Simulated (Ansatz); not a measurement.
# BrHOSi: single points off equilibrium

A test off equilibrium: a structure displaced at random from a GFN2-xTB minimum is computed at several levels, and each is set against CCSD(T).

Computed with Ansatz 0.2.0, Gaussian basis. Level: single points in def2-TZVPP.

Correlated methods freeze the cores. Filled d shells of the heavier atoms are correlated.

## 1. The starting structure

4 atoms, charge 0, spin multiplicity 1.

Atoms are counted from 1 here; the program's logs count them from 0.

Bond lengths: O1–Si2 1.439 Å, Si2–Br3 2.289 Å, Si2–H4 1.600 Å. Angles: O1–Si2–Br3 118.4°, O1–Si2–H4 138.1°, Br3–Si2–H4 103.5°.

Geometry (Å):

```
O     0.1250   -1.2299    1.1281
Si    0.2127   -0.1707    0.1586
Br   -1.7266    0.8186   -0.5490
H     1.3413    0.5517   -0.7166
```

## 2. CCSD(T)/def2-TZVPP

Input file run/in.yaml:

```yaml
crystal:
  periodic: [false, false, false]
  atoms:
    - {symbol: O, position_ang: [0.125000, -1.229900, 1.128100]}
    - {symbol: Si, position_ang: [0.212700, -0.170700, 0.158600]}
    - {symbol: Br, position_ang: [-1.726600, 0.818600, -0.549000]}
    - {symbol: H, position_ang: [1.341300, 0.551700, -0.716600]}
basis:
  gaussian: {orbitals: def2-TZVPP}
correlation: {method: ccsd_t}
output: {forces: true}
```

The command line of these runs was not kept.

## 3. PBE0-D4/def2-TZVPP

run/in.yaml, as its differences from that of step 2:

```diff
@@ -9,3 +9,3 @@
   gaussian: {orbitals: def2-TZVPP}
-correlation: {method: ccsd_t}
-output: {forces: true}
+hamiltonian: {xc: pbe0, dispersion: d4}
+output: {forces: true, orbitals: {seedname: orbitals}}
```

## 4. wB97M-V/def2-TZVPP

run/in.yaml, as its differences from that of step 3:

```diff
@@ -9,3 +9,3 @@
   gaussian: {orbitals: def2-TZVPP}
-hamiltonian: {xc: pbe0, dispersion: d4}
-output: {forces: true, orbitals: {seedname: orbitals}}
+hamiltonian: {xc: {name: wB97M-V}}
+output: {forces: true}
```

## 5. r2SCAN-D4/def2-TZVPP

run/in.yaml, as its differences from that of step 4:

```diff
@@ -9,3 +9,3 @@
   gaussian: {orbitals: def2-TZVPP}
-hamiltonian: {xc: {name: wB97M-V}}
+hamiltonian: {xc: r2scan, dispersion: d4}
 output: {forces: true}
```

## 6. PBE-D4/def2-TZVPP

run/in.yaml, as its differences from that of step 5:

```diff
@@ -9,3 +9,3 @@
   gaussian: {orbitals: def2-TZVPP}
-hamiltonian: {xc: r2scan, dispersion: d4}
+hamiltonian: {xc: pbe, dispersion: d4}
 output: {forces: true}
```

## 7. B97M-V/def2-TZVPP

run/in.yaml, as its differences from that of step 6:

```diff
@@ -9,3 +9,3 @@
   gaussian: {orbitals: def2-TZVPP}
-hamiltonian: {xc: pbe, dispersion: d4}
+hamiltonian: {xc: {name: B97M-V}}
 output: {forces: true}
```

## 8. LC-wPBE/def2-TZVPP

run/in.yaml, as its differences from that of step 7:

```diff
@@ -9,3 +9,3 @@
   gaussian: {orbitals: def2-TZVPP}
-hamiltonian: {xc: {name: B97M-V}}
+hamiltonian: {xc: {name: LC-wPBE}}
 output: {forces: true}
```

(Steps that only read results are left out.)

What does the calculation give? Wanted: energy less free atoms, CCSD(T)/def2-TZVPP; RMS force component; RMS force error; HOMO and LUMO, PBE0-D4; T1 diagnostic.

As calculated:

```
                                  quantity                                                                                          value
energy less free atoms, CCSD(T)/def2-TZVPP                                                                                 -1198.1 kJ/mol
                       RMS force component                                                           2.529 to 2.940 eV/Å over the methods
                           RMS force error  PBE0-D4 0.271, wB97M-V 0.248, r2SCAN-D4 0.151, PBE-D4 0.216, B97M-V 0.347, LC-wPBE 0.369 eV/Å
                    HOMO and LUMO, PBE0-D4                                                                             -8.89 and -2.15 eV
                             T1 diagnostic                                                                                          0.014
```

What this shows: Against CCSD(T) the functionals' energies less atoms differ by -84.0 to -18.6 kJ/mol, PBE-D4 by -84.0 kJ/mol. The reference is not at the basis limit: in triple zeta CCSD(T) underbinds, which counts against methods that bind more; the gaps are no ranking. On forces the order runs from r2SCAN-D4 to LC-wPBE. Frozen-core CCSD(T) forces in triple zeta carry basis errors of their own, and this is one geometry, so small gaps rank nothing.
